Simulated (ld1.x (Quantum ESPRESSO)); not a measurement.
**A TM potential for germanium, from input to tests**

Aim: build the potential from the settings below, then test how well it stands in for the atom: other configurations, scattering, ghost states and the plane-wave cutoff that it needs.

Method: ld1.x (Quantum ESPRESSO) 7.5, PBE, scalar-relativistic.

### 1 The atom and the settings

The settings as typed:

- element: germanium (Ge, Z = 32)
- type: norm-conserving Troullier–Martins (Kleinman–Bylander form)
- frozen core: [Ar]
- valence charge: 14
- reference configuration: 3d10 4s2 4p2
- partial waves: 4s (bound): rc 1.90 bohr; 4p (bound): rc 2.45 bohr; 3d (bound): rc 1.10 bohr
- local potential: all-electron potential smoothed inside 0.85 bohr (lloc = -1)
- core correction: Bessel-smoothed model core, default radius (core density twice the valence density)

An earlier all-electron run gives the scale for the radii.

All-electron outer shells of the reference configuration (PBE, scalar-relativistic, ld1.x):

| shell | level (eV) | outermost node (bohr) | outermost maximum (bohr) |
| --- | --- | --- | --- |
| 3s | -168.49 | 0.26 | 0.54 |
| 3p | -115.62 | 0.23 | 0.54 |
| 3d | -29.31 | – | 0.50 |
| 4s | -11.73 | 0.77 | 1.75 |
| 4p | -3.90 | 0.82 | 2.22 |

### 2 Generating the potential

Ge.in reads:

```
 &input
   title='Ge', zed=32., rel=1, dft='PBE', iswitch=3,
   config='[Ar] 3d10 4s2 4p2',
   nld=3, rlderiv=2.65, eminld=-4.0, emaxld=5.0, deld=0.02
 /
 &inputp
   pseudotype=2, tm=.true., lloc=-1, rcloc=0.85,
   nlcc=.true., new_core_ps=.true.,
   file_pseudopw='Ge.UPF', file_wfcaegen='ae.wfc', file_wfcncgen='nc.wfc', file_beta='beta', file_chi='chi'
 /
3
4S  1  0   2.00   0.00  1.90  1.90  0.0
4P  2  1   2.00   0.00  2.45  2.45  0.0
3D  3  2  10.00   0.00  1.10  1.10  0.0
 &test
   configts(1)='3d10 4s2 4p2'
 /
```

The run is started by

```bash
$ ld1.x < Ge.in > Ge.out
```

Output in Ge.out (without the banner and most projector matrices):

```text
     Program LD1 v.7.5
     --------------------------- All-electron run ----------------------------

     Ge
     scalar relativistic calculation

     atomic number is 32.00
     dft =PBE   lsd =0 sic =0 latt =0  beta=0.20 tr2=1.0E-14
     Exchange-correlation= PBE
                           (   1   4   3   4   0   0   0)
     mesh =1207 r(mesh) = 100.41023 a.u. xmin = -7.00 dx = 0.01250
     1 Ry =  13.60569312 eV, c = 137.03599908

     n l     nl                  e(Ry)          e(Ha)          e(eV)
     1 0     1S 1( 2.00)      -805.6314      -402.8157    -10961.1741
     2 0     2S 1( 2.00)      -100.8250       -50.4125     -1371.7939
     2 1     2P 1( 6.00)       -88.1036       -44.0518     -1198.7111
     3 0     3S 1( 2.00)       -12.3839        -6.1919      -168.4909
     3 1     3P 1( 6.00)        -8.4979        -4.2490      -115.6205
     3 2     3D 1(10.00)        -2.1543        -1.0772       -29.3109
     4 0     4S 1( 2.00)        -0.8622        -0.4311       -11.7311
     4 1     4P 1( 2.00)        -0.2863        -0.1431        -3.8953

     final scf error:  3.0E-15 reached in  36 iterations

     Etot =   -4197.669992 Ry,   -2098.834996 Ha,  -57112.209742 eV

     Ekin =    4273.695468 Ry,    2136.847734 Ha,   58146.589038 eV
     Encl =  -10116.689522 Ry,   -5058.344761 Ha, -137644.573051 eV
     Eh   =    1804.321722 Ry,     902.160861 Ha,   24549.047641 eV
     Exc  =    -158.997660 Ry,     -79.498830 Ha,   -2163.273369 eV

     normalization and overlap integrals

     s(1S/1S) =  1.000000  <r> =   0.0470  <r2> =    0.0030  r(max) =   0.0309
     s(2S/2S) =  1.000000  <r> =   0.2100  <r2> =    0.0520  r(max) =   0.1754
     s(2P/2P) =  1.000000  <r> =   0.1837  <r2> =    0.0414  r(max) =   0.1418
     s(3S/3S) =  1.000000  <r> =   0.6242  <r2> =    0.4495  r(max) =   0.5402
     s(3P/3P) =  1.000000  <r> =   0.6470  <r2> =    0.4929  r(max) =   0.5402
     s(3D/3D) =  1.000000  <r> =   0.7365  <r2> =    0.6969  r(max) =   0.5012
     s(4S/4S) =  1.000000  <r> =   2.1162  <r2> =    5.1841  r(max) =   1.7494
     s(4P/4P) =  1.000000  <r> =   2.8993  <r2> =   10.0650  r(max) =   2.2184

     ------------------------ End of All-electron run ------------------------

     --------------------- Generating NC pseudopotential ---------------------

      Generating local potential from pseudized AE potential:
      Matching radius rcloc =   0.8500

      Local pseudo, rcloc= 0.847 Estimated cut-off energy=    34.30 Ry

      Computing core charge for nlcc:

       r > 0.29 : true rho core
      Core charge pseudized with two Bessel functions
      Integrated core pseudo-charge :  14.88

      Wfc   4S  rcut= 1.886  Using Troullier-Martins method

      Wfc   4P  rcut= 2.421  Using Troullier-Martins method

      Wfc   3D  rcut= 1.088  Using Troullier-Martins method

     ------------------- End of pseudopotential generation -------------------

     [... the all-electron block is printed once more ...]


     Computing logarithmic derivative in   2.65922
     Computing logarithmic derivative in   2.65922
     Computing the partial wave expansion
     R is outside the sphere for l=    0 j= 0.00
     R is outside the sphere for l=    1 j= 0.00
     R is outside the sphere for l=    2 j= 0.00

     ---------------------- Testing the pseudopotential ----------------------

     Ge
     scalar relativistic calculation

     atomic number is 32.00   valence charge is 14.00
     dft =PBE   lsd =0 sic =0 latt =0  beta=0.20 tr2=1.0E-14
     mesh =1207 r(mesh) = 100.41023 xmin = -7.00 dx = 0.01250

     n l     nl             e AE (Ry)        e PS (Ry)    De AE-PS (Ry)
     3 2     3D   1(10.00)       -2.15431       -2.15433        0.00002
     1 0     4S   1( 2.00)       -0.86222       -0.86223        0.00000
     2 1     4P   1( 2.00)       -0.28630       -0.28630        0.00000

     eps = 1.9E-15  iter =  6

     Etot =   -4197.669992 Ry,   -2098.834996 Ha,  -57112.209742 eV
     Etotps =  -250.498363 Ry,    -125.249181 Ha,   -3408.203849 eV

     Ekin =     239.490987 Ry,     119.745494 Ha,    3258.440880 eV
     Encl =    -490.014772 Ry,    -245.007386 Ha,   -6666.990609 eV
     Ehrt =     165.060196 Ry,      82.530098 Ha,    2245.758374 eV
     Ecxc =     -97.596442 Ry,     -48.798221 Ha,   -1327.867237 eV
     (Ecc =     -65.344042 Ry,     -32.672021 Ha,    -889.050977 eV)
     Epseu=     -67.438332 Ry,     -33.719166 Ha,    -917.545257 eV

     ---------------------- End of pseudopotential test ----------------------
```

Wall time 2.6 s (1 thread of Intel Xeon Platinum 8488C, shared host). (Generation and the later configuration tests together.)

Partial waves on a coarse radial grid (AE all-electron, PS pseudo):

| r (bohr) | 4s AE | 4s PS | 4p AE | 4p PS |
| --- | --- | --- | --- | --- |
| 0.123 | 0.2021 | 0.0291 | 0.1442 | 0.0045 |
| 0.245 | 0.0127 | 0.0600 | -0.0369 | 0.0179 |
| 0.368 | -0.2768 | 0.0955 | -0.2067 | 0.0401 |
| 0.490 | -0.3437 | 0.1374 | -0.2451 | 0.0703 |
| 0.613 | -0.2368 | 0.1888 | -0.1873 | 0.1083 |
| 0.735 | -0.0534 | 0.2508 | -0.0831 | 0.1528 |
| 0.858 | 0.1450 | 0.3250 | 0.0364 | 0.2033 |
| 0.980 | 0.3230 | 0.4088 | 0.1517 | 0.2576 |
| 1.103 | 0.4708 | 0.4984 | 0.2564 | 0.3149 |
| 1.225 | 0.5831 | 0.5843 | 0.3458 | 0.3721 |
| 1.348 | 0.6642 | 0.6587 | 0.4208 | 0.4278 |
| 1.470 | 0.7169 | 0.7132 | 0.4809 | 0.4787 |
| 1.593 | 0.7468 | 0.7457 | 0.5285 | 0.5235 |
| 1.715 | 0.7579 | 0.7578 | 0.5643 | 0.5598 |
| 1.838 | 0.7543 | 0.7543 | 0.5903 | 0.5875 |
| 1.960 | 0.7393 | 0.7393 | 0.6073 | 0.6060 |
| 2.083 | 0.7156 | 0.7156 | 0.6169 | 0.6165 |
| 2.205 | 0.6859 | 0.6859 | 0.6201 | 0.6200 |
| 2.328 | 0.6519 | 0.6519 | 0.6180 | 0.6180 |
| 2.450 | 0.6154 | 0.6154 | 0.6116 | 0.6116 |
| 2.573 | 0.5773 | 0.5773 | 0.6015 | 0.6015 |
| 2.695 | 0.5392 | 0.5392 | 0.5886 | 0.5886 |
| 2.818 | 0.5011 | 0.5011 | 0.5734 | 0.5734 |
| 2.940 | 0.4642 | 0.4642 | 0.5566 | 0.5566 |
| 3.063 | 0.4283 | 0.4283 | 0.5384 | 0.5384 |
| 3.185 | 0.3944 | 0.3944 | 0.5194 | 0.5194 |

### 3 Transferability test

Ge.test.in reads:

```
 &input
   title='Ge', zed=32., rel=1, dft='PBE', iswitch=2,
   config='[Ar] 3d10 4s2 4p2'
 /
 &test
   file_pseudo='Ge.UPF', nconf=8,
   configts(1)='3d10 4s2 4p2',
   configts(2)='3d10 4s2 4p1',
   configts(3)='3d10 4s2 4p0',
   configts(4)='3d10 4s1 4p0',
   configts(5)='3d10 4s0 4p0',
   configts(6)='3d10 4s0 4p4',
   configts(7)='3d9 4s2 4p3',
   configts(8)='3d10 4s2 4p2.3'
 /
```

The run is started by

```bash
$ ld1.x < Ge.test.in > Ge.test.out
```

Ge.test.out, the pseudopotential blocks, each with the warnings that came before it:

```text
     ---------------------- Testing the pseudopotential ----------------------

     Ge
     scalar relativistic calculation

     atomic number is 32.00   valence charge is 14.00
     dft =PBE   lsd =0 sic =0 latt =0  beta=0.20 tr2=1.0E-14
     mesh =1207 r(mesh) = 100.41023 xmin = -7.00 dx = 0.01250

     n l     nl             e AE (Ry)        e PS (Ry)    De AE-PS (Ry)
     3 2     3D   1(10.00)       -2.15431       -2.15433        0.00002
     1 0     4S   1( 2.00)       -0.86222       -0.86223        0.00000
     2 1     4P   1( 2.00)       -0.28630       -0.28630        0.00000

     eps = 4.2E-16  iter =  4

     Etot =   -4197.669992 Ry,   -2098.834996 Ha,  -57112.209742 eV
     Etotps =  -250.498362 Ry,    -125.249181 Ha,   -3408.203848 eV

     Ekin =     239.490987 Ry,     119.745493 Ha,    3258.440872 eV
     Encl =    -490.014771 Ry,    -245.007385 Ha,   -6666.990597 eV
     Ehrt =     165.060195 Ry,      82.530098 Ha,    2245.758366 eV
     Ecxc =     -97.596442 Ry,     -48.798221 Ha,   -1327.867236 eV
     (Ecc =     -65.344042 Ry,     -32.672021 Ha,    -889.050977 eV)
     Epseu=     -67.438332 Ry,     -33.719166 Ha,    -917.545253 eV

     ---------------------- End of pseudopotential test ----------------------

     BEWARE! Errors in PS-KS equations
     Warning: n=1, l=0 expected 0 nodes, found 1
     Warning: n=2, l=1 expected 0 nodes, found 1
     ---------------------- Testing the pseudopotential ----------------------

     Ge
     [...]
     n l     nl             e AE (Ry)        e PS (Ry)    De AE-PS (Ry)
     3 2     3D   1(10.00)       -2.81637       -3.60568        0.78932  !
     1 0     4S   1( 2.00)       -1.45956       -2.15041        0.69085  !
     2 1     4P   1( 1.00)       -0.82628       -0.90364        0.07735  !

     eps = 3.3E-15  iter = 37

     Etot =   -4197.122869 Ry,   -2098.561434 Ha,  -57104.765750 eV
     Etotps =  -249.719571 Ry,    -124.859785 Ha,   -3397.607847 eV
     dEtot_ae =       0.547123 Ry
     dEtot_ps =       0.778792 Ry,   Delta E=      -0.231668 Ry

     [...]
     ---------------------- End of pseudopotential test ----------------------

     ---------------------- Testing the pseudopotential ----------------------

     Ge
     [...]
     n l     nl             e AE (Ry)        e PS (Ry)    De AE-PS (Ry)
     3 2     3D   1(10.00)       -3.61570       -3.60568       -0.01001  !
     1 0     4S   1( 2.00)       -2.14976       -2.15041        0.00065
     2 1     4P   1( 0.00)       -1.45571       -1.68999        0.23428  !

     eps = 1.7E-15  iter =  9

     Etot =   -4195.988126 Ry,   -2097.994063 Ha,  -57089.326796 eV
     Etotps =  -248.815933 Ry,    -124.407967 Ha,   -3385.313230 eV
     dEtot_ae =       1.681865 Ry
     dEtot_ps =       1.682429 Ry,   Delta E=      -0.000564 Ry

     [...]
     ---------------------- End of pseudopotential test ----------------------

     ---------------------- Testing the pseudopotential ----------------------

     Ge
     [...]
     n l     nl             e AE (Ry)        e PS (Ry)    De AE-PS (Ry)
     3 2     3D   1(10.00)       -4.63739       -4.62068       -0.01671  !
     1 0     4S   1( 1.00)       -2.97339       -2.97636        0.00297
     2 1     4P   1( 0.00)       -2.20993       -2.20993        0.00000

     eps = 2.4E-15  iter =  7

     Etot =   -4193.431031 Ry,   -2096.715516 Ha,  -57054.535744 eV
     Etotps =  -246.256969 Ry,    -123.128485 Ha,   -3350.496752 eV
     dEtot_ae =       4.238961 Ry
     dEtot_ps =       4.241393 Ry,   Delta E=      -0.002433 Ry

     [...]
     ---------------------- End of pseudopotential test ----------------------

     ---------------------- Testing the pseudopotential ----------------------

     Ge
     [...]
     n l     nl             e AE (Ry)        e PS (Ry)    De AE-PS (Ry)
     3 2     3D   1(10.00)       -5.73553       -5.71480       -0.02072  !
     1 0     4S   1( 0.00)       -3.84393       -3.85302        0.00909  !
     2 1     4P   1( 0.00)       -3.00875       -3.00875        0.00000

     eps = 1.8E-17  iter =  7

     Etot =   -4190.024885 Ry,   -2095.012443 Ha,  -57008.192764 eV
     Etotps =  -242.844934 Ry,    -121.422467 Ha,   -3304.073654 eV
     dEtot_ae =       7.645107 Ry
     dEtot_ps =       7.653428 Ry,   Delta E=      -0.008321 Ry

     [...]
     ---------------------- End of pseudopotential test ----------------------

     BEWARE! Errors in PS-KS equations
     Warning: n=3, l=2 expected 0 nodes, found 1
     ---------------------- Testing the pseudopotential ----------------------

     Ge
     [...]
     n l     nl             e AE (Ry)        e PS (Ry)    De AE-PS (Ry)
     3 2     3D   1(10.00)       -2.40106       -2.87040        0.46934  !
     1 0     4S   1( 0.00)       -0.99555       -0.99555        0.00000
     2 1     4P   1( 4.00)       -0.38263       -0.49114        0.10851  !

     eps = 9.3E-15  iter = 17

     Etot =   -4196.479660 Ry,   -2098.239830 Ha,  -57096.014458 eV
     Etotps =   -96.012567 Ry,     -48.006284 Ha,   -1306.317529 eV
     dEtot_ae =       1.190331 Ry
     dEtot_ps =     154.485795 Ry,   Delta E=    -153.295464 Ry

     [...]
     ---------------------- End of pseudopotential test ----------------------

     BEWARE! Errors in PS-KS equations
     ---------------------- Testing the pseudopotential ----------------------

     Ge
     [...]
     n l     nl             e AE (Ry)        e PS (Ry)    De AE-PS (Ry)
     3 2     3D   1( 9.00)       -2.87521       -1.07723       -1.79798  !
     1 0     4S   1( 2.00)       -1.03148       -0.12035       -0.91113  !
     2 1     4P   1( 3.00)       -0.37973       -0.37973        0.00000

     eps = 7.2E-15  iter = 26

     Etot =   -4195.492471 Ry,   -2097.746235 Ha,  -57082.583059 eV
     Etotps =   -76.419030 Ry,     -38.209515 Ha,   -1039.733877 eV
     dEtot_ae =       2.177521 Ry
     dEtot_ps =     174.079332 Ry,   Delta E=    -171.901811 Ry

     [...]
     ---------------------- End of pseudopotential test ----------------------

     ---------------------- Testing the pseudopotential ----------------------

     Ge
     [...]
     n l     nl             e AE (Ry)        e PS (Ry)    De AE-PS (Ry)
     3 2     3D   1(10.00)       -1.99138       -1.98880       -0.00258
     1 0     4S   1( 2.00)       -0.70960       -0.70896       -0.00064
     2 1     4P   1( 2.30)       -0.14906       -0.14875       -0.00031

     eps = 4.0E-15  iter = 10

     Etot =   -4197.734933 Ry,   -2098.867466 Ha,  -57113.093307 eV
     Etotps =  -250.563259 Ry,    -125.281629 Ha,   -3409.086807 eV
     dEtot_ae =      -0.064941 Ry
     dEtot_ps =      -0.064896 Ry,   Delta E=      -0.000045 Ry

     [...]
     ---------------------- End of pseudopotential test ----------------------
```

3 tests gave no usable energy difference (3d10 4s2 4p1; 3d10 4s0 4p4; 3d9 4s2 4p3).

Excitation and ionisation energies from 3d10 4s2 4p2, with the error of the potential.

| valence configuration | charge | ΔE all-electron (eV) | error AE − PS (meV) |
| --- | --- | --- | --- |
| 3d10 4s2 4p0 | +2 | 22.883 | -7.7 |
| 3d10 4s1 4p0 | +3 | 57.674 | -33 |
| 3d10 4s0 4p0 | +4 | 104.017 | -113 |
| 3d10 4s2 4p2.3 | -0.3 | -0.884 | -0.6 |

### 4 Logarithmic derivatives

Taken from the files of the generation run. The phase is arctan(r·u′/u) with u = r·R, unwrapped, with energies in Ry. A pole is an energy at which the radial function vanishes at the test radius. The pseudo phase is shifted by a multiple of π to meet the all-electron one at the reference energy. Levels narrower than the energy grid can be missing from the poles. The last column is the largest difference on the grid between −1 and +1 Ry.

```tsv
channel	radius (bohr)	reference (Ry)	poles AE	poles PS	window around the reference with phases within 0.05 rad (Ry)	largest difference near zero (rad)
s	2.66	-0.86	-0.04	-0.04	below 2.0	0.005
p	2.66	-0.29	1.06	-0.61, 1.11	-0.5 to 3.2	3.123
d	2.66	-2.15	-2.14, 3.01	-2.14, 3.06	the whole range	0.019
```

Phases (rad) along the scan:

| E (Ry) | p AE | p PS | d AE | d PS |
| --- | --- | --- | --- | --- |
| -4.00 | 1.365 | 4.507 | 1.384 | 1.384 |
| -3.52 | 1.349 | 4.490 | 1.371 | 1.371 |
| -3.04 | 1.327 | 4.467 | 1.355 | 1.355 |
| -2.56 | 1.296 | 4.437 | 1.329 | 1.329 |
| -2.08 | 1.252 | 4.391 | -1.738 | -1.738 |
| -1.60 | 1.177 | 4.315 | -1.833 | -1.833 |
| -1.12 | 1.024 | 4.156 | -1.879 | -1.879 |
| -0.64 | 0.546 | 3.488 | -1.944 | -1.943 |
| -0.16 | -0.777 | -0.775 | -2.054 | -2.053 |
| 0.32 | -1.336 | -1.329 | -2.293 | -2.288 |
| 0.80 | -1.514 | -1.506 | -2.981 | -2.961 |
| 1.28 | -1.608 | -1.599 | -4.007 | -3.989 |
| 1.76 | -1.678 | -1.667 | -4.416 | -4.407 |
| 2.24 | -1.747 | -1.731 | -4.580 | -4.574 |
| 2.72 | -1.835 | -1.809 | -4.671 | -4.665 |
| 3.20 | -1.979 | -1.929 | -4.735 | -4.729 |
| 3.68 | -2.314 | -2.178 | -4.790 | -4.782 |
| 4.16 | -3.261 | -2.901 | -4.847 | -4.836 |
| 4.64 | -4.100 | -3.937 | -4.920 | -4.902 |

### 5 Cutoff and ghost test in a Bessel basis

A separate test, outside the generator: the pseudo-atom's Hamiltonian at the reference potential is diagonalised in spherical Bessel functions j_l(qr) that vanish at 20 bohr, with q² up to the cutoff.

All-electron valence levels (Ry): 4s -0.8622, 4p -0.2863, 3d -2.1543. The lowest levels of each channel (Ry) by cutoff; the last column sums, over occupied levels, occupation times the distance from the level at 400 Ry. A positive value at high cutoff is not a bound level.

| cutoff (Ry) | s #1 | s #2 | p #1 | p #2 | d #1 | f #1 | Σ f·Δε (mRy) |
| --- | --- | --- | --- | --- | --- | --- | --- |
| 8 | -0.8438 | -0.0364 | -0.2849 | 0.0238 | 0.0520 | 0.1080 | 22101.9 |
| 15 | -1.6218 | -0.8468 | -0.2860 | 0.0237 | 0.0507 | 0.1080 | 22080.9 |
| 25 | -7.3263 | -0.8575 | -0.2863 | 0.0237 | 0.0483 | 0.1080 | 22034.5 |
| 40 | -12.1752 | -0.8620 | -0.2863 | 0.0237 | 0.0307 | 0.1080 | 21849.4 |
| 55 | -13.7596 | -0.8621 | -0.2863 | 0.0235 | -0.1184 | 0.1080 | 20358.4 |
| 90 | -14.6919 | -0.8622 | -0.4475 | -0.2863 | -1.0926 | 0.1080 | 10616.5 |
| 120 | -14.8238 | -0.8622 | -0.5899 | -0.2863 | -1.7911 | 0.1080 | 3631.8 |
| 180 | -14.8522 | -0.8622 | -0.6192 | -0.2863 | -2.1429 | 0.1080 | 113.5 |
| 230 | -14.8530 | -0.8622 | -0.6204 | -0.2863 | -2.1537 | 0.1080 | 5.5 |
| 260 | -14.8531 | -0.8622 | -0.6205 | -0.2863 | -2.1538 | 0.1080 | 4.7 |
| 400 | -14.8531 | -0.8622 | -0.6205 | -0.2863 | -2.1542 | 0.1080 | 0.0 |

The sum stays within 10 mRy from 230 Ry and within 1 mRy only somewhere over 300 Ry. The sum leaves out empty levels, which can need more. Ghost test: ghost states, bound below the all-electron valence or empty levels of the same l: s at -202.1 eV, p at -8.4 eV.

### 6 Results

```
                                                quantity                                          value
               cutoffs for 10 and 1 mRy, occupied levels                         230 Ry and over 300 Ry
                                            bound ghosts                 s at -202.09 eV, p at -8.44 eV
                            largest test error (AE − PS)  -113 meV, for 3d10 4s0 4p0 (3 tests unsolved)
largest phase difference near zero energy, channels read                                      3.123 rad
```

What this shows: A bound ghost (s, p) makes it unfit for use: electrons can fall into a state that the atom doesn't have. The worst unpolarised test, 3d10 4s0 4p0, is off by 113 meV on 104.0 eV; by total energies transferability rates as fair for so large an energy. That test lies far up in energy; among those under 40 eV, nearer to bonding, the largest error is 7.7 meV. Of the tests 3 gave no usable energy difference, which is a warning in itself. It counts as very hard, with 230 Ry needed at the looser tolerance. The tighter tolerance needs over 300 Ry, and converged work needs a cutoff nearer that. The slowest occupied level is 3d: taken alone it needs 230 Ry to come within 1 mRy, against 35 Ry for 4s. Of the channels read, p scatters worst near zero energy, by up to 3.12 rad. A step near π is an extra or missing state, not a misfit of shape. The pseudo curves have a pole with no partner nearby in the atom's: p at -0.61 Ry. All of this concerns the isolated atom, not yet a solid.
